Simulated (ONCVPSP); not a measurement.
**Ge: generating and testing an ONCV potential**

Do these settings give a usable potential? It is generated, then checked for transferability, scattering, ghosts and hardness.

Method: ONCVPSP 4.0.1, PBE, scalar-relativistic.

## (1) Starting point

Typed settings, in words:

```
element                 : germanium (Ge, Z = 32)
type                    : optimised norm-conserving Vanderbilt (ONCV)
frozen core             : [Ne]
valence charge          : 22
reference configuration : 3s2 3p6 3d10 4s2 4p2
partial waves           : 3s+4s: rc 0.85 bohr, ncon 3, nbas 8, qcut 13.3 1/bohr, 3 projectors, debl 3.5 Ha; 3p+4p: rc 0.90 bohr, ncon 3, nbas 6, qcut 12.6 1/bohr, 2 projectors; 3d: rc 1.30 bohr, ncon 5, nbas 9, qcut 12.8 1/bohr, 2 projectors, debl 1.8 Ha
local potential         : polynomial inside 0.70 bohr (lpopt 5, dvloc0 4 Ha)
core correction         : polynomial model core, fcfact 0.25
```

The nodes and maxima of the atom's own shells, from an earlier all-electron run, set the scale for the radii.

All-electron outer shells of the reference configuration (PBE, scalar-relativistic, ld1.x):

```csv
shell,level (eV),outermost node (bohr),outermost maximum (bohr)
2s,-1371.79,0.06,0.18
2p,-1198.71,–,0.14
3s,-168.49,0.26,0.54
3p,-115.62,0.23,0.54
3d,-29.31,–,0.50
4s,-11.73,0.77,1.75
4p,-3.90,0.82,2.22
```

## (2) Generating the potential

Ge.dat

```
# ATOM AND REFERENCE CONFIGURATION
# atsym  z   nc   nv     iexc    psfile
  Ge 32.00    3    5        4      upf
#
#   n    l    f
    1    0    2.00
    2    0    2.00
    2    1    6.00
    3    0    2.00
    3    1    6.00
    3    2   10.00
    4    0    2.00
    4    1    2.00
#
# PSEUDOPOTENTIAL AND OPTIMIZATION
# lmax
    2
#
#   l,   rc,      ep,       ncon, nbas, qcut
    0    0.85    0.00    3    8   13.30
    1    0.90    0.00    3    6   12.60
    2    1.30    0.00    5    9   12.80
#
# LOCAL POTENTIAL
# lloc, lpopt,  rc(5),   dvloc0
    4    5    0.70    4.00
#
# VANDERBILT-KLEINMAN-BYLANDER PROJECTORs
# l, nproj, debl
    0    3    3.50
    1    2    2.00
    2    2    1.80
#
# MODEL CORE CHARGE
# icmod, fcfact, rcfact
    1    0.25    0.00
#
# LOG DERIVATIVE ANALYSIS
# epsh1, epsh2, depsh
   -8.00    5.00    0.04
#
# OUTPUT GRID
# rlmax, drl
    6.00    0.01
#
# TEST CONFIGURATIONS
# ncnf
    4
# nvcnf
#   n    l    f
    5
    3    0    2.00
    3    1    6.00
    3    2   10.00
    4    0    2.00
    4    1    1.00
#
    5
    3    0    2.00
    3    1    6.00
    3    2   10.00
    4    0    2.00
    4    1    0.00
#
    5
    3    0    2.00
    3    1    6.00
    3    2   10.00
    4    0    1.00
    4    1    0.00
#
    5
    3    0    2.00
    3    1    6.00
    3    2   10.00
    4    0    1.00
    4    1    2.00
#
```

Started as:

```console
$ oncvpsp.x < Ge.dat > Ge.out
```

Before running it: what results should come out? Wanted: cutoffs for 1 and 0.1 mHa per electron, occupied waves; bound ghosts; GHOST(+) flags; largest test error; largest phase difference near zero energy, channels read; rms error of d²Exc/dn², without and with the model core.

The runs gave:

| quantity | value |
| --- | --- |
| cutoffs for 1 and 0.1 mHa per electron, occupied waves | 70 Ha and 79 Ha |
| bound ghosts | none found |
| GHOST(+) flags | none at low energy |
| largest test error (AE − PS) | +1.1 meV, for 3s2 3p6 3d10 4s2 4p0 |
| largest phase difference near zero energy, channels read | 0.000 rad |
| rms error of d²Exc/dn², without and with the model core | 1.16 and 1.05 mHa |

In words: The worst unpolarised test, 3s2 3p6 3d10 4s2 4p0, is off by 1.1 meV on 22.9 eV; by total energies transferability rates as very good. By its cutoff, 70 Ha for the looser tolerance, it is very hard. It is free of bound ghosts as far as tested. Near zero energy the phases of the channels with partial waves agree within 0.001 rad. These are tests on the free atom; a crystal test is still owed.
